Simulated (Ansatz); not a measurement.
Task: energies of removing a hydrogen of CH₇FGeSi, SMILES [CH3][GeH]([F])[SiH3], with the Python package of Ansatz (0.2.0). Give the script and its output. Use (for the species named): B3LYP, cc-pVDZ basis, multiplicity 1.

Input file `ch7fgesi.xyz`:
```text
11

C    -0.96790    1.31360   -0.37850
Ge    0.65700    0.37280   -0.40980
F     1.86350    1.31100    0.40450
Si    0.44250   -1.63640    0.66940
H    -1.32520    1.53070    0.64170
H    -1.79680    0.78220   -0.91250
H    -0.85420    2.33230   -0.90410
H     1.13370    0.13870   -1.88150
H    -0.04350   -1.38380    2.10380
H     1.63630   -2.39400    0.68620
H    -0.68000   -2.42400    0.00140
```

`ch7fgesi.py`
```python
"""X-H bond energies of CH7FGeSi without relaxation."""

import ansatz as az


def energy(molecule, charge=0, unpaired=0):
    calc = (
        molecule.calculation()
        .basis(gaussian="cc-pVDZ")
        .functional("B3LYP")
    )
    if charge:
        calc = calc.charge(charge)
    if unpaired:
        calc = calc.spin("collinear", total=unpaired)
    report = calc.run().report
    if report["published_state_doubts"]:
        print("  doubts:", report["published_state_doubts"])
    return report["free_energy_ev"]

def without(molecule, index):
    rest = az.Crystal.molecule()
    for i, site in enumerate(molecule.cartesian_sites):
        if i != index:
            rest = rest.atom(site.symbol, site.position_ang)
    return rest


def main() -> None:
    system = az.Crystal.molecule_from_extxyz("ch7fgesi.xyz")

    whole = energy(system, 0)
    hydrogen = energy(az.Crystal.molecule().atom("H", (0, 0, 0)), 0, 1)
    print(f"E(molecule) = {whole:.5f} eV, E(H) = {hydrogen:.5f} eV")
    for index in [6, 7, 10]:
        radical = energy(without(system, index), 0, 1)
        print(f"H{index}: homolysis {(radical + hydrogen - whole):.3f} eV")
        anion = energy(without(system, index), -1)
        print(f"H{index}: loss of a proton {(anion - whole):.3f} eV")


if __name__ == "__main__":
    main()
```

```console
$ python ch7fgesi.py
E(molecule) = -68265.61713 eV, E(H) = -13.63992 eV
H6: homolysis 4.760 eV
H6: loss of a proton 17.415 eV
H7: homolysis 3.695 eV
H7: loss of a proton 16.588 eV
H10: homolysis 3.904 eV
H10: loss of a proton 16.376 eV
```

Caveats:
- Total energies depend on the basis set; only differences at equal settings carry meaning.
- The geometry is a force-field or estimated start, not a minimum of this method, and the basis set is short of its limit. All parts are taken at fixed geometry, without zero-point energy.
- b3lyp holds the VWN-RPA fit, as in Gaussian; the form of ORCA and Turbomole is b3lyp5.
- Anions want diffuse functions, which this basis lacks.
- The whole script took 47 s on 1 thread of Arm Neoverse V1 (shared host), peak memory 0.39 GiB.
